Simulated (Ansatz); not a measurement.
NiMoIrPdW:

```xyz
5
Lattice="2.3446 -1.4314 0.0091 2.3446 1.4314 0.0091 -2.2060 0.0000 10.9237" Properties=species:S:1:pos:R:3 pbc="T T T"
Ni    1.6857    0.0000    3.2343
Mo   -0.5221    0.0000    9.9690
Pd    0.0775    0.0000    5.3638
Ir    3.2778    0.0000    1.1936
W     1.6891    0.0000    7.5942
```

The cell was built by a generator and needn't be a form met in nature.

Base run:

* Program: Ansatz 0.2.0
* Functional: PBE
* Potentials or basis: Ansatz PAW
* Cutoff: 420 eV (not typed: the program's choice for these potentials)
* k mesh: 11 × 11 × 3
* Occupations: fermi-dirac, width 0.05 eV
* Spin: collinear spin, ferromagnetic start
* Starting moments: [1.0, 1.0, 0.0, 0.6, 0.0] μB
* Hubbard terms: Ir d U = 4 eV, Mo d U = 4 eV, Ni d U = 4 eV, Pd d U = 4 eV, W d U = 4 eV

Its results: band gap on the k mesh none (metal or under the smearing width); pressure 6.0 GPa; net moment 1.34 μB per cell; site moments Ni +0.98; Mo +0.01; Pd +0.03; Ir +0.25; W +0.04 μB; largest force 0.527 eV/Å.

Task: The run is repeated on the same cell with these changes: hubbard terms from Ir d U = 4 eV, Mo d U = 4 eV, Ni d U = 4 eV, Pd d U = 4 eV, W d U = 4 eV to Ir d U = 8 eV, Mo d U = 8 eV, Ni d U = 8 eV, Pd d U = 8 eV, W d U = 8 eV. What comes out?

Result: Band gap on the k mesh none (metal or under the smearing width); pressure 57.6 GPa; net moment 0.30 μB per cell; site moments Ni +0.97; Mo +3.27; Pd -0.13; Ir -0.62; W -3.01 μB; largest force 2.402 eV/Å.

Caveats: the magnetic or orbital state may not be the lowest; the U is typed as a test and isn't derived for this compound; a pressure of tens of GPa on the cell as given is suspect, and the run, the potentials or the cell itself is likely at fault (some runs); forces of over 1 eV/Å show positions far from the minimum, so gaps and moduli don't describe the material at rest (some runs); the starting moments weren't kept (some runs).
